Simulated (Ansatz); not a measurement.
# AlH₅S₂Si: basis-set convergence

The task here is to estimate one member of a computed series from the others.

Computed with Ansatz 0.2.0, Gaussian basis. Level: one geometry, several basis sets.

The runs, in order: PBE0-D4/def2-SVP; ωB97M-V/def2-SVP; PBE0-D4/def2-QZVPP; ωB97M-V/def2-QZVPP; the functionals' def2-TZVPP values are taken from earlier runs.

## The relaxed structure

All runs share one geometry, relaxed beforehand with PBE0-D4 in a triple-zeta def2 set.

SMILES `[SiH3][S][AlH][SH]`, 9 atoms, charge 0, spin multiplicity 1.

Atoms are counted from 1 here; the program's logs count them from 0.

Bond lengths: Si1–S2 2.135 Å, Si1–H5 1.482 Å, Si1–H6 1.487 Å, Si1–H7 1.485 Å, S2–Al3 2.181 Å, Al3–S4 2.179 Å, Al3–H8 1.572 Å, S4–H9 1.344 Å. Angles: S2–Si1–H5 106.5°, S2–Si1–H6 111.4°, S2–Si1–H7 111.3°, H5–Si1–H6 109.4°, H5–Si1–H7 109.8°, H6–Si1–H7 108.4°, Si1–S2–Al3 102.5°, S2–Al3–S4 123.9°, S2–Al3–H8 118.0°, S4–Al3–H8 118.1°, Al3–S4–H9 95.6°.

The first run:

in.yaml reads:

```yaml
crystal:
  periodic: [false, false, false]
  atoms:
    - {symbol: Si, position_ang: [0.016568, 0.927382, -1.259855]}
    - {symbol: S, position_ang: [1.387642, -0.645274, -0.808110]}
    - {symbol: Al, position_ang: [0.591740, -1.445270, 1.058161]}
    - {symbol: S, position_ang: [-1.076372, -0.559677, 2.145539]}
    - {symbol: H, position_ang: [0.508447, 1.572919, -2.499931]}
    - {symbol: H, position_ang: [-0.034349, 1.933901, -0.166453]}
    - {symbol: H, position_ang: [-1.355401, 0.401995, -1.476258]}
    - {symbol: H, position_ang: [1.260711, -2.738047, 1.652927]}
    - {symbol: H, position_ang: [-1.210486, 0.505771, 1.336882]}
basis:
  gaussian: {orbitals: def2-SVP}
hamiltonian: {xc: pbe0, dispersion: d4}
output: {orbitals: {seedname: orbitals}}
```

Command:

```sh
ansatz run in.yaml --threads 2 --pin off --events-out ev --progress --plain --max-ram 4352MiB
```

Steps of the session up to this table: PBE0-D4 in def2-SVP; ωB97M-V in def2-SVP; PBE0-D4 in def2-QZVPP; ωB97M-V in def2-QZVPP.

One table of the session follows, with a row left open; its other results are not shown here.

```
functional       basis  HOMO (eV)
   PBE0-D4    def2-SVP      -7.70
   PBE0-D4  def2-TZVPP      -7.77
   PBE0-D4  def2-QZVPP      -7.78
   ωB97M-V    def2-SVP          ?
   ωB97M-V  def2-TZVPP      -9.90
   ωB97M-V  def2-QZVPP      -9.93
```

**Question.** Estimate the row for ωB97M-V, def2-SVP.

As computed: HOMO (eV): -9.78. In the column «HOMO (eV)» it lies between ωB97M-V, def2-TZVPP (-9.90) and PBE0-D4, def2-QZVPP (-7.78).
